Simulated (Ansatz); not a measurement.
This script drives the Ansatz DFT code, driven from Python.

Script `transition_yb.py`:
```python
import warnings

import ansatz
import numpy as np

config = {
    "ecut": 470,
    "scf_tol": 1e-10,
    "k_spacing": 0.15,
    "occupations": "fermi_dirac",
    "sigma": 0.05,
}

PHASES = {
    "Fm-3m": (
        [[0.0, 2.7431, 2.7431], [2.7431, 0.0, 2.7431], [2.7431, 2.7431, 0.0]],
        [
            ("Yb", [0.0, 0.0, 0.0]),
        ],
    ),
    "Im-3m": (
        [[-2.151483, 2.151483, 2.151483], [2.151483, -2.151483, 2.151483], [2.151483, 2.151483, -2.151483]],
        [
            ("Yb", [0.0, 0.0, 0.0]),
        ],
    ),
}


def build(vectors, sites):
    crystal = ansatz.Crystal(lattice=ansatz.Lattice.of(vectors))
    for symbol, position in sites:
        crystal = crystal.atom(symbol, position)
    return crystal


def ground_state(name, crystal, pressure=0.0):
    calc = (
        crystal.calculation()
        .basis(config["ecut"])
        .functional(ansatz.Functional.LDA)
        .scf(tolerance=config["scf_tol"])
        .kpoints(spacing=config["k_spacing"])
        .occupations(config["occupations"], width=config["sigma"])
    )
    calc = calc.relax(force_tolerance=0.02, max_steps=30, cell=True, pressure=pressure)
    return calc.run(threads=1)


def volume_per_atom(outcome):
    return abs(np.linalg.det(outcome.lattice.cell_ang)) / len(outcome.lattice.sites)

warnings.simplefilter("ignore", ansatz.DeckWarning)

phases = {name: build(*cell) for name, cell in PHASES.items()}

pressures = [0, 10, 20, 30]
enthalpy, volume = {name: [] for name in phases}, {name: [] for name in phases}
for p in pressures:
    for name, crystal in phases.items():
        o = ground_state(name, crystal, pressure=p)
        volume[name].append(volume_per_atom(o))
        enthalpy[name].append(o.report["energy_sigma0_ev"] / len(o.lattice.sites) + p * volume[name][-1])
gap = np.array(enthalpy["Im-3m"]) - np.array(enthalpy["Fm-3m"])
rows = [(p, va, vb, 1000 * d) for p, va, vb, d in zip(pressures, volume["Fm-3m"], volume["Im-3m"], gap)]
print("   P (GPa)  V Fm-3m (A^3/atom)  V Im-3m (A^3/atom)  H(Im-3m) - H(Fm-3m) (meV/atom)")
for row in rows:
    print(f"{row[0]:10d}  {row[1]:18.3f}  {row[2]:18.3f}  {row[3]:+30.1f}")
crossings = [p0 - g0 * (p1 - p0) / (g1 - g0) for p0, p1, g0, g1 in zip(pressures, pressures[1:], gap, gap[1:]) if g0 * g1 < 0]
print("crossing near", [round(float(p), 1) for p in crossings], "GPa") if crossings else print("no crossing in this range")
```

It is started by `python transition_yb.py`. Estimate its wall time and peak memory on 1 thread of Arm Neoverse V1 (shared host).

It took about 5.2 min, with a peak of 0.44 GiB, for 8 runs of the engine.

```console
$ python transition_yb.py
   P (GPa)  V Fm-3m (A^3/atom)  V Im-3m (A^3/atom)  H(Im-3m) - H(Fm-3m) (meV/atom)
         0              29.685              29.221                           -26.5
        10              22.907              23.071                         +1596.0
        20              19.890              20.213                         +6409.4
        30              18.036              18.430                        +11739.7
crossing near [0.2] GPa
```

Reading the output:
- The input holds a mistake (the PV term multiplies GPa by cubic angstrom with no conversion to eV), so what it prints is no property of Yb.
- Semilocal functionals put the nearly full 4f shell of Yb too close to the Fermi level.
- At a fixed pressure a relaxation lowers the enthalpy F + PV, while F alone can rise.
- The cells come from databases of deposited and of computed structures, and not all need be stable phases.
- Only these two structures are compared, at zero temperature and with their symmetry kept; either may be hypothetical, and another phase may be lower than both. Differences under 10 to 15 meV an atom lie within the error of mesh and functional.
